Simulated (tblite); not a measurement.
# C7H8O2Si: the cost of one run

The runs use tblite 0.8.0 and PySCF 2.14.0, with density-fitted response routines of our own; the level of theory stands in each step. All values are computed, except where a source is named. Atoms are numbered from 0 throughout.

## (1) The starting structure

18 atoms, charge 0, multiplicity 1; geometry from: force field or distance geometry start.

Bonds of the start (Å): C0–C1 1.48, C1–Si2 1.87, Si2–C3 1.85, C3–O4 1.22, C3–C5 1.50, C5–C6 1.49, C6–C7 1.21, C7–C8 1.44, C8–O9 1.27, C5–C1 1.53, C0–H10 1.11, C0–H11 1.13, C0–H12 1.14, C1–H13 1.13, Si2–H14 1.45, Si2–H15 1.44, C5–H16 1.08, C8–H17 1.08.

## (2) Geometry optimisation with GFN2-xTB

What the job is given:

```
{"job": {"kind": "relax", "xc": "GFN2-xTB", "basis": "xTB"}, "charge": 0, "multiplicity": 1}
C     -2.259000    -1.155800    -0.182600
C     -0.802600    -0.913300    -0.078100
Si    -0.290400    -0.054900     1.500100
C     -1.140200     1.086200     0.312000
O     -1.951800     1.997400     0.367800
C     -0.393200     0.379900    -0.777400
C      1.082400     0.576200    -0.688500
C      2.285500     0.718100    -0.602400
C      3.712300     0.862100    -0.495000
O      4.386600    -0.194000    -0.669900
H     -2.727500    -0.564600    -0.994400
H     -2.517300    -2.229900    -0.403900
H     -2.748400    -0.865700     0.807100
H     -0.117200    -1.762600    -0.371700
H     -1.049600    -0.498000     2.652200
H      1.097700     0.299000     1.673200
H     -0.759500     0.519500    -1.784000
H      4.183300     1.806600    -0.276200
```

Run with:

```
$ OMP_NUM_THREADS=1 python probes_run.py task.json out
```

One launch serves the whole session: the jobs run in the order shown.

**Question.** How long does this first job take on 1 thread of Arm Neoverse N1, shared host, and how much memory does it need?

About 2.8 s, with a peak of 0.18 GiB.
